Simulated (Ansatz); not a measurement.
**One shape, several levels: AlNH4O2 (SMILES [NH2][Al]([OH])[OH])**

We compute a comparison of 6 runs (HF/STO-3G, HF/3-21G, B3LYP/6-31G*, PBE0/def2-SVP, PBE0/pcseg-2) of AlNH4O2. 

The calculation is run with Ansatz 0.2.0.

3 further runs of the same task are left out: 1 that didn't finish, 2 set aside as unsound or not needed.

## Step 1: The system as given

The species is AlNH4O2 (8 atoms), meant as a singlet with charge 0. As SMILES, `[NH2][Al]([OH])[OH]`. The shape is that of a PBE0-D4/def2-TZVP optimisation. This is one conformer, not always the lowest.

Bond lengths: N1–Al2 1.760 Å, Al2–O3 1.695 Å, Al2–O4 1.692 Å, N1–H5 1.005 Å, N1–H6 1.006 Å, O3–H7 0.954 Å, O4–H8 0.955 Å. Angles: N1–Al2–O3 123.6°, N1–Al2–O4 117.6°, O3–Al2–O4 118.8°, Al2–N1–H5 126.0°, Al2–N1–H6 123.5°, Al2–O3–H7 124.8°, Al2–O4–H8 122.2°, H5–N1–H6 110.5°.

## Step 2: Energy and gradient at HF/STO-3G (run 1)

The input, job.yaml:

```yaml
crystal:
  periodic: [false, false, false]
  atoms:
    - {symbol: N, position_ang: [-0.453400, 1.370900, 0.159000]}
    - {symbol: Al, position_ang: [0.021900, -0.314300, -0.015200]}
    - {symbol: O, position_ang: [1.569400, -0.806100, -0.500900]}
    - {symbol: O, position_ang: [-1.140100, -1.496100, 0.324200]}
    - {symbol: H, position_ang: [0.132800, 2.170000, -0.009000]}
    - {symbol: H, position_ang: [-1.372600, 1.662000, 0.447700]}
    - {symbol: H, position_ang: [2.287000, -0.213800, -0.712700]}
    - {symbol: H, position_ang: [-0.952800, -2.429800, 0.251200]}
basis:
  gaussian: {orbitals: STO-3G}
hamiltonian: {xc: hf}
accuracy: high
output: {forces: true, orbitals: {seedname: orbitals}}
```

Started as:

```console
$ ansatz run job.yaml --threads 1 --pin off --max-ram 2610MiB --events-out events.jsonl --progress --plain --runs-dir runs
```

What it wrote:

```text
Warning: RAYON_NUM_THREADS=1 ignored (pool sized by the plan → 1); use --threads N
Functional definition: HF
  name "HF"
  exchange = exact_x
  correlation = 0
556 factors; integrals over basis functions are off by at most 4.7e-9 eV
mean field evaluation 1: about -12047.3634 eV, gradient 3.2e1 eV
mean field evaluation 2: about -12047.4267 eV, gradient 3.2e1 eV
mean field evaluation 4: about -12050.7090 eV, gradient 1.0e0 eV
mean field evaluation 8: about -12050.7122 eV, gradient 7.6e-6 eV
mean field -12050.71222525 eV, -442.8555060117 hartree, gradient 2.0e-8 eV, S^2 0.000000; 0 other end points of the search recorded, 0 dependent functions left out
the calculation of the forces begins
reference -12050.71222525 eV, -442.8555060117 hartree; 20, 20 occupied and 8, 8 virtual orbitals, 556 factors
Total energy: -12050.71222525 eV, -442.8555060117 hartree
Atom 0 at    -0.453400     1.370900     0.159000 Å, force     0.520056    -2.216489    -0.196709 eV/Å
Atom 1 at     0.021900    -0.314300    -0.015200 Å, force     0.510635     0.062663    -0.156562 eV/Å
Atom 2 at     1.569400    -0.806100    -0.500900 Å, force    -2.427261    -1.604125     0.722933 eV/Å
Atom 3 at    -1.140100    -1.496100     0.324200 Å, force    -0.242987     2.816365     0.120863 eV/Å
Atom 4 at     0.132800     2.170000    -0.009000 Å, force     0.263122     0.449714    -0.073865 eV/Å
Atom 5 at    -1.372600     1.662000     0.447700 Å, force    -0.380643     0.237177     0.121381 eV/Å
Atom 6 at     2.287000    -0.213800    -0.712700 Å, force     0.713292     1.652225    -0.193142 eV/Å
Atom 7 at    -0.952800    -2.429800     0.251200 Å, force     1.043786    -1.397529    -0.344898 eV/Å
Dipole moment:     0.184669     0.197532    -0.053716 e Å
```

Run time: 0.42 s. Hardware: 1 thread of AMD EPYC 9R14 (Zen 4), shared host.

## Step 3: Energy and forces at HF/3-21G (run 2)

The input, input.yaml:

```yaml
crystal:
  periodic: [false, false, false]
  atoms:
    - {symbol: "N", position_ang: [-0.453400, 1.370900, 0.159000]}
    - {symbol: Al, position_ang: [0.021900, -0.314300, -0.015200]}
    - {symbol: O, position_ang: [1.569400, -0.806100, -0.500900]}
    - {symbol: O, position_ang: [-1.140100, -1.496100, 0.324200]}
    - {symbol: H, position_ang: [0.132800, 2.170000, -0.009000]}
    - {symbol: H, position_ang: [-1.372600, 1.662000, 0.447700]}
    - {symbol: H, position_ang: [2.287000, -0.213800, -0.712700]}
    - {symbol: H, position_ang: [-0.952800, -2.429800, 0.251200]}
basis:
  gaussian:
    orbitals: 3-21G.json
accuracy: high
hamiltonian:
  xc: hf
output: {forces: true, orbitals: {seedname: orbitals}}
```

The basis set 3-21G is read from a file made from the Basis Set Exchange's data (not shown).

Started as:

```console
$ ansatz run input.yaml --threads 1 --pin off --max-ram 2610MiB --events-out events.jsonl --progress --plain --runs-dir runs
```

What it wrote, shortened:

```text
Warning: RAYON_NUM_THREADS=1 ignored (pool sized by the plan → 1); use --threads N
[... 2 set-up lines as earlier in the session ...]
[...]
1051 factors; integrals over basis functions are off by at most 1.2e-8 eV
[...]
mean field -12139.36041798 eV, -446.1132670067 hartree, gradient 6.7e-8 eV, S^2 0.000000; 0 other end points of the search recorded, 0 dependent functions left out
[...]
reference -12139.36041798 eV, -446.1132670067 hartree; 20, 20 occupied and 28, 28 virtual orbitals, 1051 factors
Total energy: -12139.36041798 eV, -446.1132670067 hartree
Atom 0 at    -0.453400     1.370900     0.159000 Å, force     0.086371     0.396232    -0.019890 eV/Å
Atom 1 at     0.021900    -0.314300    -0.015200 Å, force    -0.417039     0.038327     0.129218 eV/Å
Atom 2 at     1.569400    -0.806100    -0.500900 Å, force    -0.290351     0.384599     0.095892 eV/Å
Atom 3 at    -1.140100    -1.496100     0.324200 Å, force     0.418660    -0.052837    -0.130023 eV/Å
Atom 4 at     0.132800     2.170000    -0.009000 Å, force    -0.134162    -0.074315     0.040144 eV/Å
Atom 5 at    -1.372600     1.662000     0.447700 Å, force     0.175646    -0.101376    -0.056054 eV/Å
Atom 6 at     2.287000    -0.213800    -0.712700 Å, force     0.503332    -0.183527    -0.158345 eV/Å
Atom 7 at    -0.952800    -2.429800     0.251200 Å, force    -0.342457    -0.407104     0.099059 eV/Å
Dipole moment:     0.294904     0.349585    -0.085233 e Å
```

Run time: 0.62 s. Hardware: 1 thread of AMD EPYC 9R14 (Zen 4), shared host; peak memory 0.12 GiB.

Runs 3 to 5 aren't shown in full; the table further down has their settings and results.

## Step 4: Energy and forces at PBE0/pcseg-2 (run 6)

The input, in.yaml:

```yaml
basis:
  gaussian:
    orbitals: pcseg-2
crystal:
  periodic: [false, false, false]
  atoms:
    - {symbol: "N", position_ang: [-0.453400, 1.370900, 0.159000]}
    - {symbol: Al, position_ang: [0.021900, -0.314300, -0.015200]}
    - {symbol: O, position_ang: [1.569400, -0.806100, -0.500900]}
    - {symbol: O, position_ang: [-1.140100, -1.496100, 0.324200]}
    - {symbol: H, position_ang: [0.132800, 2.170000, -0.009000]}
    - {symbol: H, position_ang: [-1.372600, 1.662000, 0.447700]}
    - {symbol: H, position_ang: [2.287000, -0.213800, -0.712700]}
    - {symbol: H, position_ang: [-0.952800, -2.429800, 0.251200]}
total_charge: 0
hamiltonian:
  xc: {name: PBE0}
accuracy: high
output: {forces: true, orbitals: {seedname: orbitals}}
```

Started as:

```console
$ ansatz run in.yaml --threads 1 --pin off --max-ram 2610MiB --events-out events.jsonl --progress --plain --runs-dir runs
```

What it wrote, shortened:

```text
Warning: RAYON_NUM_THREADS=1 ignored (pool sized by the plan → 1); use --threads N
Functional definition: PBE0
  name "PBE0"
[...]
3227 factors; integrals over basis functions are off by at most 2.2e-8 eV
[...]
mean field -12244.09265460 eV, -449.9621057126 hartree, gradient 7.6e-8 eV, S^2 0.000000; 0 other end points of the search recorded, 0 dependent functions left out
[...]
reference -12244.09265861 eV, -449.9621058598 hartree; 20, 20 occupied and 160, 160 virtual orbitals, 3227 factors
Total energy: -12244.09265861 eV, -449.9621058598 hartree
Atom 0 at    -0.453400     1.370900     0.159000 Å, force     0.011508    -0.010172    -0.003638 eV/Å
Atom 1 at     0.021900    -0.314300    -0.015200 Å, force    -0.038104    -0.030068     0.011264 eV/Å
Atom 2 at     1.569400    -0.806100    -0.500900 Å, force     0.038083     0.125513    -0.009743 eV/Å
Atom 3 at    -1.140100    -1.496100     0.324200 Å, force     0.094483    -0.092043    -0.030629 eV/Å
Atom 4 at     0.132800     2.170000    -0.009000 Å, force    -0.034244    -0.002539     0.010559 eV/Å
Atom 5 at    -1.372600     1.662000     0.447700 Å, force     0.035424     0.009824    -0.010871 eV/Å
Atom 6 at     2.287000    -0.213800    -0.712700 Å, force    -0.052100    -0.094876     0.014533 eV/Å
Atom 7 at    -0.952800    -2.429800     0.251200 Å, force    -0.055050     0.094360     0.018526 eV/Å
Dipole moment:     0.210481     0.285717    -0.060247 e Å
```

Wall time 18 s (1 thread of AMD EPYC 9R14 (Zen 4), shared host); peak memory 0.82 GiB.

## Step 5: Overview of the runs

| run | level | Cartesian functions | energy (Eh) | dipole moment (D) | HOMO energy (eV) | LUMO energy (eV) | wall time |
| --- | --- | --- | --- | --- | --- | --- | --- |
| 1 | HF/STO-3G | no | -442.855506 | 1.32 | -7.69 | 11.20 | 0.42 s |
| 2 | HF/3-21G | no | -446.113267 | 2.23 | -10.43 | 3.76 | 0.62 s |
| 3 | B3LYP/6-31G* (spherical functions) | no | -450.161012 | 1.80 | -6.65 | -0.12 | 4.8 s |
| 4 | B3LYP/6-31G* (Cartesian functions) | yes | -450.166924 | 1.80 | -6.65 | -0.15 | 4.8 s |
| 5 | PBE0/def2-SVP | no | -449.603621 | 1.77 | -7.01 | 0.19 | 4.5 s |
| 6 | PBE0/pcseg-2 | no | -449.962106 | 1.73 | -7.42 | -0.33 | 18 s |

## Step 6: What came out

| quantity | value |
| --- | --- |
| run 6: total energy | -449.96211 Eh |
| run 6: dipole moment | 1.73 D |
| run 6: HOMO energy | -7.42 eV |
| run 6: LUMO energy | -0.33 eV |
| run 6: HOMO–LUMO gap | 7.09 eV |
| run 6: largest force on an atom | 0.135 eV/Å |

In words: The dipole moment (its size) runs from 1.32 D (HF/STO-3G) to 2.23 D (HF/3-21G). The HOMO–LUMO gap runs from 6.49 eV (B3LYP/6-31G*) to 18.89 eV (HF/STO-3G). The two ends differ in method and basis. Totals of different functionals can't be ranked against each other. In run 1 the basis is minimal, so the values are rough. All runs together took 33 s, the longest 18 s.
